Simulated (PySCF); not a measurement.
# ErP5 (Er(P5)2+): the cost of one run

Computed with PySCF 2.14.0. Level: B3LYP, Er lcecp-1-SVP with ECP57, P def2-SVP; scalar-relativistic core potentials, no spin–orbit coupling.

3 further runs of the same task are left out: 2 for a known fault of the program, 1 that didn't finish.

### 1 The starting structure

6 atoms, charge 2, spin multiplicity 1.

Bond lengths: Er1–P2 2.862 Å, Er1–P3 2.862 Å, Er1–P4 2.862 Å, Er1–P5 2.862 Å, Er1–P6 2.862 Å, P2–P3 2.116 Å, P2–P6 2.116 Å, P3–P4 2.116 Å, P4–P5 2.116 Å, P5–P6 2.116 Å. Angles: P2–Er1–P3 43.4°, P2–Er1–P4 73.5°, P2–Er1–P5 73.5°, P2–Er1–P6 43.4°, P3–Er1–P4 43.4°, P3–Er1–P5 73.5°, P3–Er1–P6 73.5°, P4–Er1–P5 43.4°, P4–Er1–P6 73.5°, P5–Er1–P6 43.4°, Er1–P2–P3 68.3°, Er1–P2–P6 68.3°, P3–P2–P6 108.0°, Er1–P3–P2 68.3°, Er1–P3–P4 68.3°, P2–P3–P4 108.0°, Er1–P4–P3 68.3°, Er1–P4–P5 68.3° and more.

Coordinates:

| atom | x (Å) | y (Å) | z (Å) |
| --- | --- | --- | --- |
| Er1 | 0.0000 | 0.0000 | 0.0000 |
| P2 | 1.8000 | 0.0000 | 2.2257 |
| P3 | 0.5562 | 1.7119 | 2.2257 |
| P4 | -1.4562 | 1.0580 | 2.2257 |
| P5 | -1.4562 | -1.0580 | 2.2257 |
| P6 | 0.5562 | -1.7119 | 2.2257 |

Formal oxidation states: Er +3. Each metal's 11 4f electrons lie in its core potential, so multiplicities, spins and levels count the valence alone.

### 2 SCF at the start, singlet

Input file run.py (the lines that set the calculation):

```python
mol = gto.M(atom='''
Er     0.00000     0.00000     0.00000
P      1.80000     0.00000     2.22570
P      0.55620     1.71190     2.22570
P     -1.45620     1.05800     2.22570
P     -1.45620    -1.05800     2.22570
P      0.55620    -1.71190     2.22570''',
    basis={'Er': 'lcecp-1-SVP', 'P': 'def2-SVP'},
    ecp={'Er': 'lcecp-1-SVP'},
    charge=2, spin=0)
mf = dft.RKS(mol, xc='B3LYP')
mf.grids.atom_grid = (50, 194)  # f atoms: unpruned, at least (60, 302)
mf = mf.density_fit()  # fitting sets: Er AutoAux, P def2-universal-JKFIT
mf.conv_tol = 1e-08; mf.max_cycle = 55
mf.kernel(dm0)  # dm0: free metal ions and neutral atoms
```

On the command line:

```console
OMP_NUM_THREADS=2 python run.py
```

**Question.** How long does this run take on 2 threads of Arm Neoverse V2, shared host, and how much memory does it need?

About 4.3 s, with a peak of 0.57 GiB.
